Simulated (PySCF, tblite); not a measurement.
# C₇H₂₀AlN: geometry, infrared bands and NMR shifts

Aim: predict the infrared bands and NMR shifts of C₇H₂₀AlN (`C[C](C)(C)[AlH2-][N+](C)(C)C`).

The runs use tblite 0.8.0 and PySCF 2.14.0, with density-fitted response routines of our own; the level of theory stands in each step. All values are computed, except where a source is named. Atoms are numbered from 0 throughout.

**1. The molecule as given**

29 atoms, charge 0, multiplicity 1; geometry from: force field or distance geometry start.

Bonds of the start (Å): C0–C1 1.55, C1–C2 1.55, C1–C3 1.54, C1–Al4 2.03, Al4–N5 1.96, N5–C6 1.47, N5–C7 1.48, N5–C8 1.47, C0–H9 1.10, C0–H10 1.12, C0–H11 1.10, C2–H12 1.10, C2–H13 1.11, C2–H14 1.13, C3–H15 1.09, C3–H16 1.12, C3–H17 1.10, Al4–H18 1.60, Al4–H19 1.60, C6–H20 1.12, C6–H21 1.11, C6–H22 1.13, C7–H23 1.10, C7–H24 1.12, C7–H25 1.11, C8–H26 1.11, C8–H27 1.11, C8–H28 1.12.

**2. Optimising the geometry with GFN2-xTB**

The job: settings as JSON, then the geometry in Å.

```
{"job": {"kind": "relax", "xc": "GFN2-xTB", "basis": "xTB"}, "charge": 0, "multiplicity": 1}
C      2.016000    -1.438700     0.059600
C      1.690900     0.072400     0.125600
C      1.488100     0.488400     1.599700
C      2.875900     0.868000    -0.459800
Al     0.053500     0.488100    -0.994300
N     -1.693800    -0.007700    -0.265300
C     -1.654800    -1.367200     0.299300
C     -2.082400     0.962200     0.786400
C     -2.674900     0.030300    -1.357500
H      2.157200    -1.753800    -0.989200
H      1.177200    -2.039400     0.486200
H      2.927400    -1.673200     0.634000
H      2.408800     0.360200     2.192300
H      0.697800    -0.123200     2.076600
H      1.178800     1.570100     1.655600
H      3.052100     0.578200    -1.499200
H      3.808900     0.660000     0.123800
H      2.675900     1.947800    -0.408200
H      0.238400    -0.242600    -2.400800
H      0.053800     2.060600    -1.289800
H     -2.671700    -1.682100     0.642300
H     -1.298800    -2.103900    -0.449700
H     -0.982500    -1.415500     1.200300
H     -1.380400     0.944300     1.630600
H     -3.093700     0.715000     1.192300
H     -2.139100     1.991700     0.381900
H     -3.696300    -0.220200    -0.988200
H     -2.419300    -0.691000    -2.158000
H     -2.732900     1.049100    -1.815500
```

The run is started by

```sh
$ OMP_NUM_THREADS=1 python probes_run.py task.json out
```

One launch serves the whole session: the jobs run in the order shown.

Output:

```text
step      E/eV     max force
  0    -793.78708    2.471
  1    -793.98653    1.786
  2    -794.14627    0.695
  3    -794.19038    0.457
  4    -794.23296    0.410
  5    -794.24914    0.324
  6    -794.26406    0.295
  7    -794.27384    0.255
  8    -794.28121    0.166
  9    -794.28623    0.187
 10    -794.29151    0.207
 11    -794.29769    0.268
 12    -794.30443    0.196
 13    -794.31095    0.181
 14    -794.31739    0.180
 15    -794.32327    0.272
 16    -794.32701    0.199
 17    -794.32852    0.070
 18    -794.32924    0.066
 19    -794.33011    0.095
 20    -794.33153    0.147
 21    -794.33348    0.140
 22    -794.33560    0.109
 23    -794.33767    0.122
 24    -794.33982    0.129
 25    -794.34205    0.146
 26    -794.34407    0.112
 27    -794.34570    0.112
 28    -794.34711    0.119
 29    -794.34869    0.171
 30    -794.35074    0.164
 31    -794.35339    0.165
 32    -794.35654    0.186
 33    -794.35975    0.130
 34    -794.36248    0.130
 35    -794.36462    0.114
 36    -794.36649    0.128
 37    -794.36847    0.132
 38    -794.37030    0.148
 39    -794.37134    0.077
 40    -794.37170    0.033
 41    -794.37189    0.039
 42    -794.37213    0.069
 43    -794.37247    0.079
 44    -794.37291    0.056
 45    -794.37336    0.054
 46    -794.37381    0.046
 47    -794.37422    0.066
 48    -794.37453    0.049
 49    -794.37474    0.029
 50    -794.37492    0.028
 51    -794.37511    0.052
 52    -794.37529    0.052
 53    -794.37542    0.027
 54    -794.37553    0.022
 55    -794.37567    0.035
 56    -794.37589    0.058
 57    -794.37617    0.060
 58    -794.37646    0.036
 59    -794.37673    0.033
 60    -794.37701    0.036
 61    -794.37730    0.045
 62    -794.37754    0.030
 63    -794.37768    0.022
 64    -794.37775    0.018
 65    -794.37779    0.017
 66    -794.37784    0.014
 67    -794.37789    0.014
 68    -794.37795    0.015
 69    -794.37803    0.020
 70    -794.37810    0.018
 71    -794.37815    0.011
 72    -794.37818    0.012
 73    -794.37821    0.011
 74    -794.37825    0.017
 75    -794.37830    0.020
 76    -794.37836    0.016
 77    -794.37842    0.018
 78    -794.37849    0.017
 79    -794.37857    0.024
 80    -794.37866    0.025
 81    -794.37876    0.020
 82    -794.37886    0.018
 83    -794.37893    0.018
 84    -794.37900    0.023
 85    -794.37905    0.018
 86    -794.37908    0.009
```

It took 1.8 s on 1 thread of Arm Neoverse N1, shared host.

The steps of the relaxation: (not every step is listed)

```tsv
step	energy from step 0 (eV)	largest force (eV/Å)
0	0.0000	2.4710
1	-0.1995	1.7861
2	-0.3592	0.6952
3	-0.4033	0.4566
4	-0.4459	0.4097
5	-0.4621	0.3238
6	-0.4770	0.2955
7	-0.4868	0.2554
8	-0.4941	0.1659
15	-0.5362	0.2724
22	-0.5485	0.1091
29	-0.5616	0.1708
36	-0.5794	0.1275
43	-0.5854	0.0788
50	-0.5878	0.0281
57	-0.5891	0.0597
64	-0.5907	0.0185
71	-0.5911	0.0106
78	-0.5914	0.0170
81	-0.5917	0.0197
82	-0.5918	0.0183
83	-0.5919	0.0176
84	-0.5919	0.0230
85	-0.5920	0.0177
86	-0.5920	0.0094
```

Close pairs (by a distance rule), those that changed most:

```tsv
bond	before (Å)	after (Å)	change (Å)
Al4–N5	1.957	2.057	+0.100
C6–H22	1.125	1.089	-0.037
C2–H14	1.126	1.090	-0.036
Al4–H19	1.600	1.570	-0.030
N5–C7	1.482	1.453	-0.029
C8–H28	1.119	1.090	-0.029
C3–H16	1.120	1.093	-0.027
C0–H10	1.116	1.090	-0.027
```

The end geometry stands in the next job.

**3. Infrared spectrum with GFN2-xTB**

The job: settings as JSON, then the geometry in Å.

```
{"job": {"kind": "ir", "xc": "GFN2-xTB", "basis": "xTB"}, "charge": 0, "multiplicity": 1}
C      2.067432    -1.419532     0.169391
C      1.605103     0.040872     0.278757
C      1.596098     0.447430     1.757643
C      2.655211     0.906093    -0.444576
Al     0.141517     0.408414    -1.096599
N     -1.710428     0.000463    -0.300323
C     -1.719697    -1.366117     0.193420
C     -2.026080     0.942156     0.760896
C     -2.649293     0.147188    -1.399679
H      1.987531    -1.752134    -0.868917
H      1.453354    -2.077074     0.784405
H      3.106691    -1.536769     0.484322
H      2.594230     0.350741     2.193139
H      0.920579    -0.182993     2.338157
H      1.280841     1.484799     1.870420
H      2.709082     0.612005    -1.497316
H      3.652581     0.806319    -0.009949
H      2.368748     1.959621    -0.414255
H      0.109430    -0.639890    -2.269268
H     -0.136306     1.906883    -1.474122
H     -2.721725    -1.680096     0.505307
H     -1.360972    -2.023593    -0.599117
H     -1.036350    -1.445196     1.037126
H     -1.297517     0.835279     1.562634
H     -3.033851     0.782057     1.159319
H     -1.949003     1.954343     0.364566
H     -3.680880    -0.039819    -1.083898
H     -2.379046    -0.550929    -2.190790
H     -2.567187     1.157428    -1.799833
```

Output:

```text
mode    cm-1     km/mol
  1      31.2      1.40
  2      61.1      1.74
  3      92.9      1.54
  4     114.5      0.48
  5     124.3      1.66
  6     143.2      1.00
  7     155.1      0.41
  8     194.4      0.24
  9     213.2      0.25
 10     239.9      0.14
 11     247.9      0.55
 12     257.2      0.35
 13     268.4      0.29
 14     279.4      4.47
 15     333.0      4.43
 16     362.4      0.45
 17     382.3      1.52
 18     419.1      1.39
 19     424.4      0.40
 20     467.2     95.86
 21     483.9     17.84
 22     540.1      3.16
 23     542.8     11.34
 24     696.6    667.93
 25     771.5    481.36
 26     845.3      2.71
 27     881.4     17.33
 28     944.0      0.14
 29     958.1      0.34
 30     960.3      1.10
 31     996.0      3.44
 32    1018.8      2.82
 33    1021.4      0.02
 34    1042.1      7.58
 35    1042.7      6.89
 36    1074.3     10.44
 37    1079.1      9.75
 38    1184.0      3.63
 39    1200.2      1.86
 40    1218.6      3.05
 41    1219.6      5.56
 42    1263.7      2.90
 43    1270.6      4.88
 44    1391.8      0.02
 45    1398.4      0.47
 46    1402.3      2.69
 47    1403.1      2.87
 48    1419.0      0.55
 49    1425.9      4.80
 50    1453.6      0.07
 51    1465.7      2.88
 52    1467.6      0.09
 53    1470.1     16.39
 54    1470.9     11.63
 55    1483.7      1.90
 56    1487.0     31.24
 57    1492.5      3.02
 58    1497.1      0.25
 59    1508.7      3.57
 60    1515.6      0.73
 61    1520.2      0.61
 62    1634.5    390.60
 63    1659.0    292.53
 64    2933.3     17.66
 65    2933.7     32.68
 66    2935.1     13.87
 67    2940.1    143.99
 68    2945.7     21.64
 69    2947.5     12.72
 70    2953.6    164.01
 71    2963.3    101.33
 72    2965.0     27.95
 73    2978.6     54.18
 74    2996.7     37.10
 75    2997.2     58.87
 76    2998.8     24.44
 77    3006.1      0.42
 78    3010.5     25.82
 79    3014.8     13.45
 80    3021.5      4.58
 81    3026.4     16.92
```

Wall time 3.1 s (1 thread of Arm Neoverse N1, shared host).

Which atoms move in the most intense modes:

```tsv
cm⁻¹	km/mol	atoms
467	95.9	H18 37 %, H19 35 %, Al4 14 %
697	667.9	H19 50 %, H18 38 %
772	481.4	H18 50 %, H19 39 %
1634	390.6	H18 90 %
1659	292.5	H19 91 %
2940	144.0	H26 52 %, H24 21 %, H20 20 %
2954	164.0	H12 40 %, H9 36 %
2963	101.3	H11 62 %, H9 22 %
```

**4. Relaxing the molecule at PBE0-D3(BJ)/def2-SVP**

The job: settings as JSON, then the geometry in Å.

```
{"job": {"xc": "PBE0", "basis": "def2-SVP", "d3": "d3bj", "grid": 1, "shake": 0.01, "kind": "geom"}, "charge": 0, "multiplicity": 1}
C      2.087840    -1.445090     0.173570
C      1.599430     0.036350     0.276600
C      1.575900     0.445110     1.748990
C      2.688440     0.908350    -0.448100
Al     0.138700     0.401730    -1.107150
N     -1.714340     0.005280    -0.302710
C     -1.710120    -1.368120     0.193660
C     -2.010620     0.947610     0.755840
C     -2.651120     0.152590    -1.380330
H      1.984830    -1.754570    -0.858890
H      1.444490    -2.079990     0.793230
H      3.112490    -1.535850     0.491020
H      2.565950     0.360950     2.183540
H      0.903890    -0.180230     2.345160
H      1.276390     1.474030     1.870680
H      2.708550     0.626060    -1.489840
H      3.654520     0.817440    -0.012000
H      2.359490     1.965460    -0.408430
H      0.107280    -0.647720    -2.266980
H     -0.161240     1.913780    -1.469210
H     -2.738110    -1.679480     0.495670
H     -1.353400    -2.043930    -0.608260
H     -1.029250    -1.433630     1.015550
H     -1.302500     0.838560     1.556540
H     -3.017940     0.770140     1.162860
H     -1.959490     1.968400     0.364350
H     -3.684600    -0.057000    -1.067080
H     -2.371520    -0.543390    -2.179410
H     -2.563690     1.151040    -1.807840
```

Output:

```text
step   0  E = -575.13691992  max force = 0.050023
step   1  E = -575.14929664  max force = 0.005760
step   2  E = -575.15012252  max force = 0.001609
step   3  E = -575.15033683  max force = 0.001019
step   4  E = -575.15050742  max force = 0.001318
step   5  E = -575.15058602  max force = 0.001020
step   6  E = -575.15061526  max force = 0.000597
step   7  E = -575.15062286  max force = 0.000258
optimisation converged
```

Run time: 7.6 min. Hardware: 1 thread of Arm Neoverse N1, shared host; peak memory 1.1 GiB.

Along the way:

```tsv
step	energy from step 0 (eV)	largest force component (eV/Å)
0	0.0000	2.5723
1	-0.3368	0.2962
2	-0.3593	0.0827
3	-0.3651	0.0524
4	-0.3697	0.0678
5	-0.3719	0.0525
6	-0.3727	0.0307
7	-0.3729	0.0133
```

Distances of close pairs at the start and the end, largest changes first:

```tsv
bond	before (Å)	after (Å)	change (Å)
Al4–H18	1.564	1.614	+0.050
C3–H16	1.064	1.109	+0.045
C1–C3	1.572	1.535	-0.037
Al4–N5	2.059	2.093	+0.034
C0–C1	1.563	1.529	-0.034
N5–C8	1.435	1.468	+0.033
C1–Al4	2.045	2.012	-0.033
C0–H11	1.077	1.109	+0.032
```

The next job starts from the end point, and lists it.

```tsv
at the end point	value
point group (found at 0.08 Å tolerance)	C1
rotational constants (GHz, main isotopes)	2.093, 0.792, 0.767
dipole moment (D)	5.21
```

**5. NMR shieldings: PBE0/pcSseg-1**

The job: settings as JSON, then the geometry in Å.

```
{"job": {"kind": "nmr", "xc": "PBE0", "basis": "pcSseg-1"}, "charge": 0, "multiplicity": 1}
C      2.020097    -1.420665     0.130496
C      1.663054     0.066553     0.133299
C      1.495612     0.549479     1.572896
C      2.819848     0.843375    -0.511106
Al     0.130911     0.491480    -1.100429
N     -1.709689    -0.019806    -0.244955
C     -1.661979    -1.405191     0.232957
C     -2.029906     0.896110     0.856244
C     -2.710316     0.114732    -1.311090
H      2.156235    -1.809106    -0.892141
H      1.248372    -2.043358     0.614110
H      2.965287    -1.604700     0.680292
H      2.436697     0.428775     2.146688
H      0.726833    -0.022573     2.122357
H      1.221176     1.616733     1.627483
H      2.990687     0.542322    -1.560097
H      3.770942     0.663782     0.030083
H      2.642105     1.931864    -0.505577
H      0.054023    -0.458488    -2.403219
H     -0.168407     2.063672    -1.310714
H     -2.647808    -1.724041     0.615691
H     -1.362757    -2.067021    -0.591566
H     -0.920430    -1.492574     1.037738
H     -1.268992     0.812537     1.642415
H     -3.020375     0.660124     1.284283
H     -2.029874     1.928067     0.481381
H     -3.719941    -0.119627    -0.929085
H     -2.461058    -0.565992    -2.135392
H     -2.696344     1.144397    -1.694441
```

Level: GIAO PBE0/pcSseg-1 NMR shielding, non-relativistic, gas phase.

Output:

```text
coarse grid: 22688 points
cycle   1  E = -575.2578266870  dE =  3.965e-01  |g| = 5.073e-01  |ddm| = 4.374e+00
cycle   2  E = -575.2283571861  dE =  2.947e-02  |g| = 6.251e-01  |ddm| = 1.211e+00
cycle   3  E = -575.3314876197  dE = -1.031e-01  |g| = 7.030e-02  |ddm| = 7.206e-01
cycle   4  E = -575.3325387555  dE = -1.051e-03  |g| = 2.927e-02  |ddm| = 9.505e-02
cycle   5  E = -575.3327397011  dE = -2.009e-04  |g| = 6.172e-03  |ddm| = 2.851e-02
cycle   6  E = -575.3327478725  dE = -8.171e-06  |g| = 2.100e-03  |ddm| = 7.064e-03
final grid: 208784 points
cycle   7  E = -575.3871069775  dE = -8.888e-05  |g| = 1.287e-02  |ddm| = 4.632e-02
cycle   8  E = -575.3870836920  dE =  2.329e-05  |g| = 1.607e-02  |ddm| = 2.584e-02
cycle   9  E = -575.3871498787  dE = -6.619e-05  |g| = 1.475e-03  |ddm| = 1.506e-02
cycle  10  E = -575.3871503296  dE = -4.509e-07  |g| = 3.497e-04  |ddm| = 1.380e-03
cycle  11  E = -575.3871503534  dE = -2.379e-08  |g| = 7.286e-05  |ddm| = 2.582e-04
cycle  12  E = -575.3871503542  dE = -7.865e-10  |g| = 4.177e-05  |ddm| = 1.022e-04
cycle  13  E = -575.3871503546  dE = -4.243e-10  |g| = 3.503e-06  |ddm| = 4.057e-05
converged SCF energy = -575.3871503546

GIAO shielding tensors (ppm)
atom      isotropic    diamagn.    paramagn.     s11        s22        s33       span
  0 C      152.554     248.508     -95.953    134.461    141.359    181.843     47.382
  1 C      171.256     246.241     -74.985    164.369    172.457    176.942     12.573
  2 C      152.886     249.450     -96.564    136.693    142.854    179.112     42.419
  3 C      155.989     247.689     -91.700    137.474    144.387    186.107     48.633
  4 Al     398.613     800.225    -401.612    380.726    400.348    414.767     34.041
  5 N      219.799     323.874    -104.075    200.993    226.647    231.758     30.766
  6 C      136.977     251.046    -114.069    114.826    116.555    179.551     64.725
  7 C      136.464     249.804    -113.340    113.358    115.434    180.600     67.242
  8 C      135.676     246.598    -110.922    109.297    114.239    183.492     74.195
  9 H       29.912      32.057      -2.145     26.041     27.613     36.082     10.041
 10 H       30.278      33.007      -2.728     25.252     30.193     35.390     10.138
 11 H       30.683      31.538      -0.855     27.327     28.101     36.621      9.295
 12 H       30.510      31.799      -1.289     27.097     28.086     36.346      9.249
 13 H       30.391      33.560      -3.169     25.572     30.130     35.472      9.900
 14 H       30.015      32.746      -2.731     26.093     28.268     35.684      9.591
 15 H       30.271      30.777      -0.506     25.903     28.015     36.896     10.994
 16 H       30.776      30.457       0.319     27.475     28.059     36.793      9.318
 17 H       30.209      30.966      -0.757     25.701     28.110     36.815     11.113
 18 H       27.434      33.871      -6.437     23.883     27.306     31.114      7.231
 19 H       27.459      33.898      -6.439     23.773     27.410     31.193      7.420
 20 H       29.419      31.176      -1.757     25.702     27.074     35.480      9.778
 21 H       28.642      32.571      -3.929     24.900     26.935     34.090      9.190
 22 H       28.600      33.685      -5.085     23.556     28.667     33.578     10.023
 23 H       28.435      32.972      -4.537     22.851     28.916     33.538     10.687
 24 H       29.520      30.701      -1.181     25.911     26.963     35.685      9.773
 25 H       28.584      31.920      -3.336     24.871     26.457     34.425      9.554
 26 H       29.586      28.622       0.963     25.959     26.732     36.065     10.106
 27 H       28.553      30.020      -1.467     24.130     26.822     34.708     10.578
 28 H       28.595      29.834      -1.239     24.294     26.583     34.907     10.613
```

Run time: 2.2 min. Hardware: 1 thread of Arm Neoverse N1, shared host; peak memory 1.3 GiB.

Shifts follow as δ = σ(reference) − σ, with reference shieldings (ppm) from runs at the same level and on the same kind of geometry: 1H TMS 31.27, 13C TMS 184.4, 15N NH3 265.7, 27Al AlH4- 489.3. The references are single molecules in the gas phase, so shifts against H2O, NH3, PH3, H3PO4 or CFCl3 are not on the usual liquid scales and can be off by tens of ppm. Shifts against hydride references such as AlH4− lie on their own scale. Atoms listed in one row are averaged.

```tsv
atoms	environment	σ (ppm)	δ (ppm)
C6, C7, C8	methyl carbon bonded to N	136.4	48.0
C0, C2, C3	methyl carbon	153.8	30.6
C1	fully substituted sp3 carbon bonded to Al	171.3	13.2
H18, H19	hydrogen on an aluminium bonded to C, N	27.45	3.82
H20, H21, H22, H23, H24 and 4 more	hydrogen on a methyl carbon bonded to N	28.88	2.39
H9, H10, H11, H12, H13 and 4 more	hydrogen on a methyl carbon	30.34	0.93
Al4	aluminium bonded to C, N, 2 H	398.6	90.7
N5	donor nitrogen of a Lewis adduct	219.8	45.9
```

Charges from the same density, by scheme (e):

```tsv
atoms	Mulliken	IAO	Hirshfeld	ESP fit
C0, C2, C3	-0.20	-0.39	-0.12	-0.45
C1	-0.77	-0.27	-0.11	0.46
Al4	0.75	0.54	0.32	0.44
N5	-0.77	-0.18	-0.02	0.22
C6, C7, C8	-0.11	-0.30	-0.05	-0.44
```

Mayer bond orders: C0–C1 1.01, C1–C2 1.02, C1–C3 1.01, C1–Al4 0.71, Al4–N5 0.33, N5–C6 0.91, N5–C7 0.91, N5–C8 0.90.

[end of part 1 of 2]
